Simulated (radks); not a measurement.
# Polarisabilities and dispersion coefficients of As, Ru⁺, Xe³⁺ and others

The task here is to estimate one member of a computed series from the others.

The numbers are computed with radks (a radial shooting solver on a logarithmic mesh, Libxc functionals) version 1 (non-relativistic Kohn-Sham, PBE, spin-unpolarised, spherical densities, point nucleus), except any that are marked as measured or tabulated.

**The atom as given**

```
species : As ([Ar] 3d10 4s2 4p3), Ru⁺ ([Kr] 4d7), Xe³⁺ ([Kr] 4d10 5s2 5p3), Zn ([Ar] 3d10 4s2), Mo⁺ ([Kr] 4d5), Fe²⁺ ([Ar] 3d6)
```

The first run:

Input:

```text
Z 33
configuration [Ar] 3d10 4s2 4p3
relativity non-relativistic
functional pbe,pbe
spin unpolarised
nucleus point
response adiabatic LDA kernel
```

Steps of the session up to this table: As, [Ar] 3d10 4s2 4p3; Ru⁺, [Kr] 4d7; Xe³⁺, [Kr] 4d10 5s2 5p3; Zn, [Ar] 3d10 4s2; Mo⁺, [Kr] 4d5; Fe²⁺, [Ar] 3d6.

One table of the session follows, with a row left open; its other results are not shown here.

| species | −ε(HOMO) (eV) | α (bohr³) | α uncoupled (bohr³) | C6 (hartree bohr⁶) |
| --- | --- | --- | --- | --- |
| As | 5.231 | 36.98 | 53.88 | 321.2 |
| Ru⁺ | 12.723 | 15.97 | 24.01 | 100.8 |
| Xe³⁺ | 36.739 | 10.14 | 17.86 | 60.65 |
| Zn | ? | ? | ? | ? |
| Mo⁺ | 10.564 | 23.21 | 33.95 | 149.8 |
| Fe²⁺ | 25.885 | 4.166 | 5.179 | 12.14 |

**Question.** Estimate the row for Zn.

The run gave: −ε(HOMO) (eV): 5.825; α (bohr³): 40.44; α uncoupled (bohr³): 71.19; C6 (hartree bohr⁶): 297.2. In the column «−ε(HOMO) (eV)» it lies between As (5.231) and Mo⁺ (10.564).

Uncoupled leaves out the potential induced by the response; C8 is given only where no p, d or f shell is open. For heavy and open-shell atoms this level can miss by tens of per cent.
